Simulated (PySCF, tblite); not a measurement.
# C5H8GeN radical: geometry, infrared bands and EPR parameters

Aim: predict the infrared bands and EPR parameters of C5H8GeN radical (`C#C[C@]1([CH2])[CH2][GeH2][NH]1`).

The runs use tblite 0.8.0 and PySCF 2.14.0, with density-fitted response routines of our own; the level of theory stands in each step. All values are computed, except where a source is named. Atoms count from 0, in the outputs and in this text.

### Step 1. The starting structure

15 atoms, charge 0, multiplicity 2; geometry from: force field or distance geometry start.

Bonds of the start (Å): C0–C1 1.23, C1–C2 1.44, C2–C3 1.50, C2–C4 1.54, C4–Ge5 1.93, Ge5–N6 1.86, N6–C2 1.46, C0–H7 1.07, C3–H8 1.09, C3–H9 1.12, C4–H10 1.11, C4–H11 1.10, Ge5–H12 1.55, Ge5–H13 1.52, N6–H14 1.03.

### Step 2. Optimising the geometry with GFN2-xTB

The job: settings as JSON, then the geometry in Å.

```
{"job": {"kind": "relax", "xc": "GFN2-xTB", "basis": "xTB"}, "charge": 0, "multiplicity": 2}
C      2.834100    -0.670400    -0.670600
C      1.685000    -0.317500    -0.414300
C      0.338700     0.071100    -0.065200
C      0.185800     0.848900     1.211800
C     -0.664300    -1.093400    -0.059500
Ge    -1.957900     0.333700    -0.164700
N     -0.422500     0.624700    -1.177300
H      3.833900    -0.983000    -0.890200
H      0.930100     1.630900     1.360100
H      0.066500     0.192800     2.115500
H     -0.568300    -1.760300    -0.943100
H     -0.723200    -1.630200     0.893800
H     -2.077800     1.137400     1.159700
H     -3.227200     0.021300    -0.933300
H     -0.237300     1.602000    -1.444900
```

Command:

```
> OMP_NUM_THREADS=1 python probes_run.py task.json out
```

This one command runs all jobs of the session in turn.

The program printed:

```text
step      E/eV     max force
  0    -527.74864    3.661
  1    -527.90833    7.499
  2    -528.18310    2.888
  3    -528.38544    2.133
  4    -528.51724    0.934
  5    -528.60883    0.747
  6    -528.64866    0.641
  7    -528.70026    0.578
  8    -528.73400    0.580
  9    -528.76112    0.398
 10    -528.77804    0.314
 11    -528.79358    0.278
 12    -528.81336    0.382
 13    -528.83650    0.428
 14    -528.85554    0.319
 15    -528.86823    0.261
 16    -528.87844    0.245
 17    -528.89146    0.346
 18    -528.90656    0.387
 19    -528.91855    0.296
 20    -528.92551    0.196
 21    -528.93035    0.160
 22    -528.93524    0.189
 23    -528.94076    0.231
 24    -528.94687    0.258
 25    -528.95360    0.267
 26    -528.96062    0.231
 27    -528.96668    0.203
 28    -528.97086    0.179
 29    -528.97409    0.172
 30    -528.97775    0.165
 31    -528.98237    0.196
 32    -528.98754    0.250
 33    -528.99265    0.296
 34    -528.99787    0.248
 35    -529.00316    0.202
 36    -529.00821    0.204
 37    -529.01288    0.186
 38    -529.01687    0.160
 39    -529.02004    0.124
 40    -529.02248    0.112
 41    -529.02448    0.118
 42    -529.02626    0.112
 43    -529.02787    0.129
 44    -529.02911    0.131
 45    -529.03033    0.086
 46    -529.03150    0.085
 47    -529.03310    0.110
 48    -529.03398    0.087
 49    -529.03488    0.071
 50    -529.03546    0.062
 51    -529.03609    0.063
 52    -529.03669    0.077
 53    -529.03719    0.055
 54    -529.03756    0.049
 55    -529.03794    0.078
 56    -529.03841    0.076
 57    -529.03891    0.067
 58    -529.03941    0.057
 59    -529.03991    0.062
 60    -529.04050    0.111
 61    -529.04114    0.096
 62    -529.04177    0.151
 63    -529.04234    0.065
 64    -529.04294    0.084
 65    -529.04373    0.164
 66    -529.04504    0.231
 67    -529.04685    0.251
 68    -529.04884    0.175
 69    -529.04932    0.321
 70    -529.05133    0.133
 71    -529.05201    0.110
 72    -529.05403    0.158
 73    -529.05570    0.112
 74    -529.05907    0.120
 75    -529.06117    0.078
 76    -529.06223    0.095
 77    -529.06329    0.082
 78    -529.06479    0.133
 79    -529.06707    0.138
 80    -529.06848    0.350
 81    -529.07134    0.152
 82    -529.07292    0.109
 83    -529.07570    0.132
 84    -529.07716    0.189
 85    -529.07981    0.118
 86    -529.08178    0.139
 87    -529.08127    0.230
 88    -529.08281    0.091
 89    -529.08312    0.058
 90    -529.08394    0.080
 91    -529.08435    0.079
 92    -529.08510    0.102
 93    -529.08556    0.107
 94    -529.08627    0.066
 95    -529.08702    0.070
 96    -529.08778    0.071
 97    -529.08822    0.053
 98    -529.08846    0.048
 99    -529.08868    0.037
100    -529.08894    0.043
101    -529.08914    0.038
102    -529.08924    0.022
103    -529.08929    0.026
104    -529.08933    0.026
105    -529.08940    0.024
106    -529.08951    0.029
107    -529.08962    0.025
108    -529.08968    0.016
109    -529.08970    0.010
110    -529.08971    0.010
111    -529.08973    0.016
112    -529.08976    0.017
113    -529.08979    0.010
114    -529.08980    0.007
```

Wall time 0.72 s (1 thread of Arm Neoverse V1, shared host).

Along the way: (not every step is listed)

```tsv
step	energy from step 0 (eV)	largest force (eV/Å)
0	0.0000	3.6612
1	-0.1597	7.4988
2	-0.4345	2.8875
3	-0.6368	2.1330
4	-0.7686	0.9338
5	-0.8602	0.7468
6	-0.9000	0.6408
7	-0.9516	0.5779
8	-0.9854	0.5798
18	-1.1579	0.3872
28	-1.2222	0.1786
38	-1.2682	0.1596
48	-1.2853	0.0866
58	-1.2908	0.0569
68	-1.3002	0.1755
78	-1.3161	0.1328
88	-1.3342	0.0914
98	-1.3398	0.0476
108	-1.3410	0.0156
109	-1.3411	0.0104
110	-1.3411	0.0102
111	-1.3411	0.0158
112	-1.3411	0.0169
113	-1.3411	0.0103
114	-1.3412	0.0070
```

Distances of close pairs at the start and the end, largest changes first:

```tsv
bond	before (Å)	after (Å)	change (Å)
C2–Ge5	2.314	2.480	+0.166
C4–Ge5	1.929	1.980	+0.051
C3–H9	1.123	1.076	-0.047
C2–N6	1.457	1.497	+0.040
Ge5–N6	1.862	1.824	-0.038
C2–C3	1.503	1.467	-0.036
Ge5–H12	1.554	1.521	-0.032
C0–C1	1.229	1.197	-0.032
```

The next job starts from the end point, and lists it.

### Step 3. Vibrational analysis with GFN2-xTB

The job: settings as JSON, then the geometry in Å.

```
{"job": {"kind": "ir", "xc": "GFN2-xTB", "basis": "xTB"}, "charge": 0, "multiplicity": 2}
C      2.573761    -0.687053    -1.143697
C      1.588758    -0.355227    -0.549878
C      0.379913     0.048356     0.143339
C      0.680619     0.697914     1.424128
C     -0.655309    -1.104835     0.273258
Ge    -2.030902     0.132621    -0.430707
N     -0.434959     0.971010    -0.708317
H      3.441293    -0.981668    -1.655449
H      1.623351     1.185599     1.584993
H     -0.137886     0.910173     2.089373
H     -0.409989    -1.927953    -0.394273
H     -0.741354    -1.482063     1.288663
H     -3.012311     0.771946     0.540324
H     -2.742672    -0.102424    -1.740639
H     -0.126726     1.931592    -0.743031
```

The program printed:

```text
mode    cm-1     km/mol
  1      67.5      0.10
  2     141.5      0.80
  3     151.6      0.99
  4     175.4      3.72
  5     310.4     10.96
  6     332.8      9.08
  7     370.3      6.99
  8     388.9     24.95
  9     425.1     79.50
 10     467.0     26.07
 11     504.2     32.32
 12     509.8     34.20
 13     536.0     22.17
 14     588.8    164.84
 15     612.3     24.40
 16     661.6     11.31
 17     674.5     12.45
 18     692.6     46.53
 19     749.3     79.66
 20     811.6    107.83
 21     828.4    183.28
 22     898.3      0.93
 23     943.7     38.11
 24    1011.7      9.93
 25    1097.7     19.96
 26    1128.1      1.01
 27    1208.5     41.44
 28    1255.7      8.93
 29    1382.9      0.13
 30    1425.4      2.35
 31    1822.5    412.46
 32    1929.8    488.00
 33    2280.6      1.62
 34    2997.0     22.21
 35    3006.9     21.83
 36    3097.2     29.36
 37    3156.8     37.35
 38    3388.8      1.04
 39    3421.6      6.84
```

Run time: 0.47 s. Hardware: 1 thread of Arm Neoverse V1, shared host.

Which atoms move in the most intense modes:

```tsv
cm⁻¹	km/mol	atoms
425	79.5	H14 44 %, C1 20 %, N6 19 %
589	164.8	H13 52 %, H12 37 %
693	46.5	N6 34 %, H14 16 %
749	79.7	C4 24 %, H11 24 %, H10 20 %
812	107.8	N6 25 %, C4 22 %, H13 17 %, H12 16 %
828	183.3	H13 33 %, H12 31 %, C4 11 %, N6 10 %
1822	412.5	H12 93 %
1930	488.0	H13 92 %
```

### Step 4. EPR parameters: B3LYP/def2-TZVP-core+pcH-1

Same as in step 3 but for these lines:

```diff
@@ -1,2 +1,2 @@
-{"job": {"kind": "ir", "xc": "GFN2-xTB", "basis": "xTB"}, "charge": 0, "multiplicity": 2}
+{"job": {"kind": "epr", "basis": "pcH-1"}, "charge": 0, "multiplicity": 2}
 C      2.573761    -0.687053    -1.143697
```

With the program's defaults for keys left out, this is: UKS B3LYP, def2-TZVP-core on Ge, pcH-1 on C H N, non-relativistic, mean-field spin-orbit, GIAO.

The program printed:

```text
UKS, coarse grid
  cycle   1  E = -2326.88214929  |g| = 1.37e+00
  cycle   2  E = -2326.76607661  |g| = 1.03e+00
  cycle   3  E = -2326.94758457  |g| = 4.64e-01
  cycle   4  E = -2327.00369515  |g| = 1.77e-01
  cycle   5  E = -2327.01668036  |g| = 3.66e-02
  cycle   6  E = -2327.01709974  |g| = 2.18e-02
  cycle   7  E = -2327.01731554  |g| = 4.59e-03
  cycle   8  E = -2327.01732712  |g| = 1.59e-03
  cycle   9  E = -2327.01732965  |g| = 7.73e-04
UKS, final grid
  cycle   1  E = -2327.01729838  |g| = 1.03e-03
  cycle   2  E = -2327.01729756  |g| = 1.69e-03
  cycle   3  E = -2327.01729884  |g| = 3.35e-04
  cycle   4  E = -2327.01729889  |g| = 6.76e-05
  cycle   5  E = -2327.01729890  |g| = 4.08e-05
  cycle   6  E = -2327.01729890  |g| = 1.97e-05
E = -2327.01729890 Eh   <S^2> = 0.7548 (exact 0.7500)
g shifts (ppm)      1          2          3
  rmc          -155       -155       -155
  gc             27         21         41
  oz_so         -11        199       1290
  total        -138         65       1176
hyperfine (MHz)  atom isotope    a_iso     a_fc   dipolar eigenvalues
    0   13C       0.77       0.77     -1.80     -0.03      1.83
    1   13C       0.00       0.00     -1.37     -0.74      2.11
    2   13C     -29.79     -29.80     -2.17     -0.97      3.14
    3   13C      91.42      91.52    -78.31    -77.85    156.16
    4   13C      29.38      29.40     -3.08     -2.45      5.52
    5  73Ge       1.25       1.26     -0.50      0.21      0.29
    6   14N      12.57      12.59     -6.91     -6.78     13.70
    7    1H      -0.60      -0.60     -1.22     -0.62      1.84
    8    1H     -60.50     -60.51    -37.72     -0.48     38.20
    9    1H     -56.29     -56.31    -36.99     -1.22     38.21
   10    1H       2.80       2.80     -2.25     -1.64      3.89
   11    1H       0.40       0.41     -5.11     -2.15      7.27
   12    1H      -0.29      -0.29     -1.50     -1.06      2.56
   13    1H      -0.85      -0.85     -1.27     -0.64      1.90
   14    1H      -7.51      -7.51    -11.29     -1.88     13.17
```

Wall time 3.3 min (1 thread of Arm Neoverse V1, shared host); peak memory 1.3 GiB.

Principal g values 2.00218, 2.00238, 2.00350; g(iso) = 2.00269, against 2.00232 for a free electron.

Mean a(iso) over the nuclei that a row names, and the largest dipolar term of the row (other rows stand at the frozen geometry):

```tsv
nuclei	isotope	a(iso) (MHz)	a(iso) (G, at g = 2.0023)	largest dipolar term (MHz)
C3	13C	91.4	32.6	156.2
H8, H9	1H	-58.4	-20.8	38.2
C2	13C	-29.8	-10.6	3.1
C4	13C	29.4	10.5	5.5
N6	14N	12.6	4.5	13.7
H14	1H	-7.5	-2.7	13.2
H10	1H	2.8	1.0	3.9
Ge5	73Ge	1.3	0.4	-0.5
H13	1H	-0.9	-0.3	1.9
C0	13C	0.8	0.3	1.8
H7	1H	-0.6	-0.2	1.8
H11	1H	0.4	0.1	7.3
H12	1H	-0.3	-0.1	2.6
C1	13C	0.0	0.0	2.1
```

Mulliken spin populations:

C0 0.01; C1 -0.01; C2 -0.07; C3 1.03; C4 0.02; Ge5 0.00; N6 0.11; H7 0.00; H8 -0.04; H9 -0.04; H10 0.00; H11 0.00; H12 0.00; H13 0.00; H14 0.00

In first order the couplings over 0.8 MHz of 1H, 14N give 72 distinct lines over 54.6 G, if the averaged nuclei exchange fast; the same motion can average rows kept apart here too.

Orbitals, density, ELF and potential are computed afterwards from the orbital file.

ELF in a plane through or near 8 of the atoms.

Ten even steps from ' ' (0.00) to '@' (1.00):
```
                                                        
                                                        
                                                        
                  ::**++..  ..::..                      
                ::@@@@@@**--##@@##..                    
                ::@@@@@@%%**%%@@%%..                    
                  --%%@@--::%%%%--    ..++**--          
                    ..==++++++::      **@@@@@@==        
          ..--==++==::--####++..  ..==@@@@@@@@%%..      
          ::==**####**%%::::==......--%%@@@@@@@@::      
        ::++****%%==%%++##====....++**::%%@@@@++        
      --%%@@@@....%%::++==::......##**::--==::          
      ##@@@@@@**++%%%%++      ..::....--++..            
      ++@@@@@@##**##**--        ::++##@@@@==            
        ==**++::--==--..        ..**@@@@@@%%::          
                ......            ++@@@@@@**..          
                                  ..==**==              
                                                        
                                                        
                                                        
```
The map spans 12.6 Å across and 9.7 Å up, centred on the molecule. Atoms in the plane (x, y in Å): C0 (-2.8, -0.9), C1 (-1.7, -0.4), C2 (-0.3, 0.2), C3 (-0.4, 1.7), Ge5 (2.0, -0.6), H7 (-3.7, -1.3), H8 (-1.2, 2.2), H12 (3.1, 0.3).

On the surface of density 0.002 e/bohr³ the electrostatic potential runs, from the 1st to the 99th percentile, from -1.30 V near N6 to 1.39 V near Ge5.

The spin density lies nearest to C3 61 %; N6 10 %; H8, H9 about 9 % each.

### Step 5. Outcome

| quantity | value |
| --- | --- |
| strongest single infrared mode (GFN2-xTB) | 1930 cm⁻¹, 488 km/mol |
| zero-point energy (GFN2-xTB) | 65.0 kcal/mol |
| g(iso) (B3LYP) | 2.00269 |
| ⟨S²⟩ | 0.755 (exact 0.75) |
| largest a(iso) (averaged by class) | 13C on C3, 91.4 MHz |
| potential on the surface of density 0.002 e/bohr³, 1st and 99th percentile | -1.30 V and 1.39 V |

Relaxing lowered the energy by 1.341 eV in 114 steps; the close pair that moved most is C2–Ge5, from 2.314 to 2.480 Å. The frame itself reshapes: C3···Ge5 goes from 2.60 to 3.33 Å. All 39 modes are real, so the xTB geometry is a minimum. The strongest single mode, at 1930 cm⁻¹, moves mainly H13. GFN2-xTB is a fitted tight-binding method: band positions and strengths are rough. Its intensities can rank the bands wrongly. C3 carries the largest spin population, 1.03 e. The isotropic g lies 0.4 ppt above the free-electron value. The hyperfine terms hold no scalar relativity, which the heavier nuclei need. These values are for one conformer; the search (at its own cheap level) found 2 more, at 0.01, 0.50 kcal/mol (those within 0.05 may be mirror or relabelled copies), and measured spectra average over such forms.
